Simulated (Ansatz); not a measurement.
Run this with Ansatz's Python interface and show what comes out.

The script, `run_vacuum.py`:
```python
# -*- coding: utf-8 -*-
'''Surface of WS2 against the width of the vacuum.'''

import argparse

import ansatz as az
from ase import Atoms
from ase.build import surface
import numpy as np
import pandas as pd

parser = argparse.ArgumentParser(description='Surface of WS2 against the width of the vacuum.')
parser.add_argument('--occupations', required=True, help='how the bands are filled')
parser.add_argument('--sigma', type=float, required=True, help='smearing width (eV)')
parser.add_argument('--functional', default='lda', help='exchange-correlation functional')
parser.add_argument('--mesh', type=int, nargs=3, required=True, help='k-point sampling')
args = parser.parse_args()


def main():
    atoms = Atoms(
        ['W', 'S', 'S'],
        scaled_positions=[
            (1 / 3, 2 / 3, 0.0),
            (2 / 3, 1 / 3, 0.908),
            (2 / 3, 1 / 3, 0.092),
        ],
        cell=[
            (3.18352, 0.0, 0.0),
            (-1.59176, 2.75701, 0.0),
            (0.0, 0.0, 16.95058),
        ],
        pbc=True,
    )
    # Miller indices count the vectors of the cell as typed
    rows = []
    for value in [3.0, 4.0, 5.0, 6.5, 8.0]:
        slab = surface(atoms, (0, 0, 1), 2, vacuum=value)
        slab.pbc = True
        model = (
            az.Crystal.from_ase(slab).calculation()
            .occupations(args.occupations, width=args.sigma)
            .functional(args.functional)
            .kpoints(*args.mesh)
            .electric_field(axis=3, dipole_correction=True)
        )
        data = model.run(threads=1, backend='cpu').report
        face = data['work_function']
        rows.append((value, len(slab), data['free_energy_ev'], face['dipole_moment_e_ang'], face.get('phi_plus_ev'), face.get('phi_minus_ev')))

    print(pd.DataFrame(rows, columns=['vacuum each side (A)', 'atoms', 'F (eV)', 'dipole (e A)', 'phi upper (eV)', 'phi lower (eV)']).round(4).to_string(index=False))


if __name__ == '__main__':
    main()
```

```console
$ python run_vacuum.py --occupations fermi_dirac --sigma 0.1 --mesh 6 6 1
DeckWarning: basis.ecutwfc = 420 eV, auto-derived from the records' recommended cutoffs: set by W (normal level)
RunWarning: efield: at this solve's end the planar-averaged density reaches 1.28e-5 e/Å³ inside the ramp window [0.2232, 0.3754] (bound 1e-5 e/Å³); by the running means of the window's planes the [...]
RunWarning: a probe of this close for a lower state beside it (scf.lower_state_search) left nothing (probe_gave_no_reading). If the report's dielectric_reading has the key group, that reading is not [...]
 vacuum each side (A)  atoms      F (eV)  dipole (e A)  phi upper (eV)  phi lower (eV)
                  3.0      6 -23736.9593        0.0069          5.5098          5.6530
                  4.0      6 -23736.9343        0.0078          5.4919          5.6539
                  5.0      6 -23736.9261        0.0079          5.4894          5.6517
                  6.5      6 -23736.9201        0.0074          5.4916          5.6438
                  8.0      6 -23736.9062       -0.1163          7.1781          4.7805
```
(Warnings from the package without file and line, shortened, repeats left out.)

Total energies depend on the potentials; only differences at equal settings carry meaning. A total without «per atom» is that of the whole cell that was run. The run is spin-unpolarised. The cell holds layers, chains or clusters in vacuum, no bulk phase. The density doesn't vanish in the vacuum (a short gap or a low cutoff), which blurs the vacuum level. Spin-orbit coupling, which matters for elements this heavy, is left out. The structure comes from a database of computed cells and needn't be a stable or known phase. The slabs are thin, unrelaxed cuts of the structure as given, on a modest mesh, so the surface energy isn't converged; Miller indices refer to the cell as typed, and unlike faces give only a mean. Run time: 77 s on 1 thread of Arm Neoverse V2 (shared host), peak memory 0.59 GiB.
